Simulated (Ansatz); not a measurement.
**H4O2Se2Ti: up Jacob's ladder to CCSD(T)**

The task here is to estimate one member of a computed series from the others.

Method: functionals in def2-TZVPP, the program's frozen cores in correlated methods; program: Ansatz 0.2.0, Gaussian basis.

The runs, in order: PBE-D4, r2SCAN-D4, PBE0-D4, B3LYP-D4, ωB97X-V, ωB97M-V, B2PLYP; CCSD(T)/def2-TZVPP; MP2/def2-QZVPP; extrapolation to the limit.

## The geometry

The geometry comes from an earlier relaxation with PBE0-D4 in a triple-zeta def2 set; it is a stationary point, not always the lowest conformer.

SMILES `[OH][Ti]([OH])([SeH])[SeH]`, 9 atoms, charge 0, spin multiplicity 1.

Atoms are counted from 1 here; the program's logs count them from 0.

Bond lengths: O1–Ti2 1.770 Å, O1–H6 0.958 Å, Ti2–O3 1.764 Å, Ti2–Se4 2.432 Å, Ti2–Se5 2.434 Å, O3–H7 0.957 Å, Se4–H8 1.472 Å, Se5–H9 1.472 Å. Angles: Ti2–O1–H6 139.8°, O1–Ti2–O3 115.4°, O1–Ti2–Se4 103.7°, O1–Ti2–Se5 112.2°, O3–Ti2–Se4 111.2°, O3–Ti2–Se5 104.5°, Se4–Ti2–Se5 110.0°, Ti2–O3–H7 144.4°, Ti2–Se4–H8 91.0°, Ti2–Se5–H9 90.4°.

Set-up of the first run:

in.yaml reads:

```yaml
crystal:
  periodic: [false, false, false]
  atoms:
    - {symbol: O, position_ang: [-1.910682, 0.179293, 0.102126]}
    - {symbol: Ti, position_ang: [-0.161426, -0.090923, 0.119575]}
    - {symbol: O, position_ang: [0.372432, -1.543613, 0.965090]}
    - {symbol: Se, position_ang: [0.430436, -0.179278, -2.237739]}
    - {symbol: Se, position_ang: [1.036948, 1.725683, 1.209190]}
    - {symbol: H, position_ang: [-2.717941, -0.233045, 0.411114]}
    - {symbol: H, position_ang: [0.846817, -2.369170, 0.870316]}
    - {symbol: H, position_ang: [1.863154, -0.201554, -1.902491]}
    - {symbol: H, position_ang: [0.240251, 2.712607, 0.462810]}
basis:
  gaussian: {orbitals: def2-TZVPP}
hamiltonian: {xc: pbe, dispersion: d4}
output: {forces: true, orbitals: {seedname: orbitals}}
```

On the command line:

```console
ansatz run in.yaml --threads 2 --pin off --events-out ev --progress --plain --max-ram 22528MiB --backend cuda --devices 0, --max-vram 18GiB
```

Steps of the session up to this table: PBE-D4 (GGA); r2SCAN-D4 (meta-GGA); PBE0-D4 (hybrid); B3LYP-D4 (hybrid); ωB97X-V (range-separated); ωB97M-V (range-separated); B2PLYP (double hybrid).

One of the session's tables, all rows but one given; the rest of the session is left out.

```
functional  HOMO (eV)  LUMO (eV)  gap (eV)
    PBE-D4          ?          ?         ?
 r2SCAN-D4      -5.95      -3.08      2.87
   PBE0-D4      -6.75      -2.26      4.49
  B3LYP-D4      -6.52      -2.48      4.04
   ωB97X-V      -8.92      -0.20      8.72
   ωB97M-V      -8.79      -0.21      8.58
```

**Question.** Estimate the row for PBE-D4.

The run gave: HOMO (eV): -5.67; LUMO (eV): -3.12; gap (eV): 2.55. In the column «HOMO (eV)» it is the highest.
